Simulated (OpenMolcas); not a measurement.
# Ir⁴⁺ among point charges: CASSCF and CASPT2 levels and susceptibility

Aim: the splitting of the states of Ir⁴⁺ in the field of 6 point charges, its lowest levels with spin-orbit coupling and its magnetic susceptibility.

The numbers are computed with OpenMolcas 26.06 (state-averaged CASSCF and CASPT2, spin-orbit coupling by RASSI with atomic mean-field integrals), except any that are marked as measured or tabulated.

## 1. The system

| Quantity | Value |
| --- | --- |
| Species | Ir⁴⁺ (iridium, Z = 77, 73 electrons) |
| Basis | ANO-RCC-VTZP [8s7p5d3f1g], 84 functions |
| Scalar Hamiltonian | DKH2, point nucleus |
| Inactive shells | 1s 2s 2p 3s 3p 3d 4s 4p 4d 4f 5s 5p |
| Active space | 5 electrons in 5 orbitals (5d) |
| Some configurations of this space | 5d5 |
| Orbitals | optimised for each spin and parity, averaged over all roots |

Outer shells as boxes (Hund's rule):

5d5
```
5d [↑ ][↑ ][↑ ][↑ ][↑ ]
```

The ion sits among 6 point charges of -1.7 e arranged as a trigonal prism (D3h), 1.8 Å from the ion, with a polar angle of 48.6° against the regular 49.1°.

The work runs as a chain of OpenMolcas steps in one folder; each step below is one input file. Labels, J, g values, rates, χT and fits are worked out afterwards by a script from the matrices that RASSI stores.

## 2. Basis and integrals

Contents of a.inp:

```
&GATEWAY
Coord
1

Ir 0.0 0.0 0.0
Basis=ANO-RCC-VTZP
Group=NoSym
NoMove
AngMom=0.0 0.0 0.0
AMFI
XField
6 Angstrom 0
1.350387 0.000000 1.190149 -1.700000
-0.675193 1.169469 1.190149 -1.700000
-0.675193 -1.169469 1.190149 -1.700000
1.350387 0.000000 -1.190149 -1.700000
-0.675193 1.169469 -1.190149 -1.700000
-0.675193 -1.169469 -1.190149 -1.700000
&SEWARD
```

Started as:

```bash
$ OMP_NUM_THREADS=1 MOLCAS_MEM=1689 MOLCAS_PROJECT=a pymolcas a.inp > a.log
```

## 3. CASSCF: sextets, 1 root

Contents of a.inp:

```
&RASSCF
FileOrb=start.orb
Symmetry=1
Spin=6
nActEl=5 0 0
Inactive=34
Ras2=5
CIRoot=1 1 1
SDav=1
CIMx=300
Iter=120 100
PrWF=0.3
OrbListing=Nothing
MaxOrb=0
>>> COPY $Project.JobIph JOB001
```

start.orb holds the contracted functions of the basis, ordered by shell, or the orbitals of the step before.

## 4. CASSCF: quartets, 24 roots

Contents of a.inp:

```
&RASSCF
FileOrb=start.orb
Symmetry=1
Spin=4
nActEl=5 0 0
Inactive=34
Ras2=5
CIRoot=24 24 1
SDav=24
CIMx=300
Iter=120 100
PrWF=0.3
OrbListing=Nothing
MaxOrb=0
>>> COPY $Project.JobIph JOB002
```

## 5. Reference wave functions, doublets, 75 roots

Contents of a.inp:

```
&RASSCF
FileOrb=start.orb
Symmetry=1
Spin=2
nActEl=5 0 0
Inactive=34
Ras2=5
CIRoot=75 75 1
SDav=75
CIMx=300
Iter=120 100
PrWF=0.3
OrbListing=Nothing
MaxOrb=0
>>> COPY $Project.JobIph JOB003
```

## 6. RASSI: spin-orbit coupling between the states

Contents of a.inp:

```
&RASSI
NrOfJobIphs=3 1 24 75
1
1 2 3 4 5 6 7 8 9 10 11 12 13 14 15 16 17 18 19 20 21 22 23 24
1 2 3 4 5 6 7 8 9 10 11 12 13 14 15 16 17 18 19 20 21 22 23 24 25 26 27
28 29 30 31 32 33 34 35 36 37 38 39 40 41 42 43 44 45 46 47 48 49 50 51
52 53 54 55 56 57 58 59 60 61 62 63 64 65 66 67 68 69 70 71 72 73 74 75
IphNames
JOB001
JOB002
JOB003
EJob
SpinOrbit
DIPRint=1.0
SOCoupling=1000.0
Subsets=2
Property=9
'ANGMOM' 1 'ANGMOM' 2 'ANGMOM' 3 'MLTPL  1' 1 'MLTPL  1' 2 'MLTPL  1' 3
'AMFI' 1 'AMFI' 2 'AMFI' 3
SOProperty=3
'ANGMOM' 1 'ANGMOM' 2 'ANGMOM' 3
```

## 7. CASPT2: IPEA 0.25, imaginary shift 0.1 (closed shells correlated: 4f 5s 5p)

Contents of a.inp:

```
>>> COPY JOB001 $Project.JobIph
&CASPT2
Multistate=1 1
Frozen=23
IPEA=0.25
Imaginary=0.1
MaxIter=60
WThr=0.0 0.3 0.05
PrWF=0.5
NoMix
>>> COPY JOB002 $Project.JobIph
&CASPT2
Multistate=24 1 2 3 4 5 6 7 8 9 10 11 12 13 14 15 16 17 18 19 20 21 22
23 24
NoMult
Frozen=23
IPEA=0.25
Imaginary=0.1
MaxIter=60
WThr=0.0 0.3 0.05
PrWF=0.5
NoMix
>>> COPY JOB003 $Project.JobIph
&CASPT2
Multistate=75 1 2 3 4 5 6 7 8 9 10 11 12 13 14 15 16 17 18 19 20 21 22
23 24 25 26 27 28 29 30 31 32 33 34 35 36 37 38 39 40 41 42 43 44 45 46
47 48 49 50 51 52 53 54 55 56 57 58 59 60 61 62 63 64 65 66 67 68 69 70
71 72 73 74 75
NoMult
Frozen=23
IPEA=0.25
Imaginary=0.1
MaxIter=60
WThr=0.0 0.3 0.05
PrWF=0.5
NoMix
```

(Steps that only read results are left out.)

Q: Predict the outcome of this session. Wanted: spin-free ground state; lowest level; next level.

**Answer**, as computed:

| quantity | value |
| --- | --- |
| method | SS-CASPT2, IPEA 0.25, imaginary shift 0.1 (closed shells correlated: 4f 5s 5p) |
| spin-free ground state | 6A1, 1-fold in its orbital part |
| lowest level | 2-fold E1/2, g = 0.00, 0.00, 9.27 |
| next level | 1100.7 cm⁻¹ |
| χT at 300 K | 3.10 cm³ K/mol |
| effective moment at 300 K | 4.98 μB |

Cost by method:

```csv
method,time of its own steps,time with the reference
A. CASSCF,35 s,35 s
"B. SS-CASPT2, IPEA 0.25, imaginary shift 0.1, +4f 5s 5p",74 s,1.8 min
```

Times are of one thread on a shared host.

In words: The spin-free ground state (6A1) comes to 100 % from free-ion S terms and keeps the highest spin of the shell. χT at 300 K is 3.10, against 4.39 cm³ K/mol for the spin alone, so spin-orbit coupling lowers it. An active space of the d shell alone favours high spin; real ions in strong fields can be low spin. CASPT2 does not keep the components of a term degenerate, and the means are used. The field of point charges can differ much from that of real complexes. With metal d orbitals alone active, the gaps between spin states are rough; where two lie within a few thousand cm-1, their order is open. This is an electrostatic model: the charges have no orbitals.
